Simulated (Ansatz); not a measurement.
**CH4BFSi: two geometries relaxed**

Program: Ansatz 0.2.0. Level of theory: RKS PBE-D4/def2-SVP. These are calculated values, not measurements.

## (1) The structure to begin with

Bond lengths: B1–C2 1.380 Å, C2–Si3 1.875 Å, Si3–F4 1.614 Å, B1–H5 1.146 Å, C2–H6 1.079 Å, Si3–H7 1.460 Å, Si3–H8 1.460 Å. Angles: B1–C2–Si3 122.4°, B1–C2–H6 126.7°, Si3–C2–H6 110.9°, C2–B1–H5 176.6°, C2–Si3–F4 108.9°, C2–Si3–H7 113.1°, C2–Si3–H8 113.2°, F4–Si3–H7 104.0°, F4–Si3–H8 103.9°, H7–Si3–H8 112.7°.

As a file:

```xyz
8

B    -0.6610    1.6014   -0.4340
C     0.0828    0.8057    0.4139
Si    0.3181   -1.0308    0.1193
F    -0.4421   -1.4431   -1.2438
H    -1.2897    2.2079   -1.1762
H     0.5957    1.1208    1.3091
H     1.7095   -1.3985   -0.1276
H    -0.3133   -1.8634    1.1393
```

## (2) Relaxing end A

Input file input.yaml:

```yaml
crystal:
  periodic: [false, false, false]
  atoms:
    - { symbol: B, position_ang: [-0.66101, 1.60143, -0.43401] }
    - { symbol: C, position_ang: [0.08278, 0.8057, 0.41392] }
    - { symbol: Si, position_ang: [0.31812, -1.03083, 0.11933] }
    - { symbol: F, position_ang: [-0.44208, -1.4431, -1.2438] }
    - { symbol: H, position_ang: [-1.28971, 2.20794, -1.17621] }
    - { symbol: H, position_ang: [0.59571, 1.12079, 1.3091] }
    - { symbol: H, position_ang: [1.70948, -1.39854, -0.12762] }
    - { symbol: H, position_ang: [-0.31329, -1.86339, 1.13929] }
basis:
  gaussian: { orbitals: def2-SVP }
hamiltonian:
  xc: pbe
  dispersion: d4
relax:
  f_tol: 0.02
  max_steps: 50
```

Started as:

```sh
> ansatz run input.yaml --threads 1 --pin off --max-ram 2048MiB --backend cpu --events-out ev --progress --plain --runs-dir out
```

Q: Estimate wall time and peak memory on 1 thread of Arm Neoverse V2, shared host.

About 18 s, with a peak of 0.14 GiB.
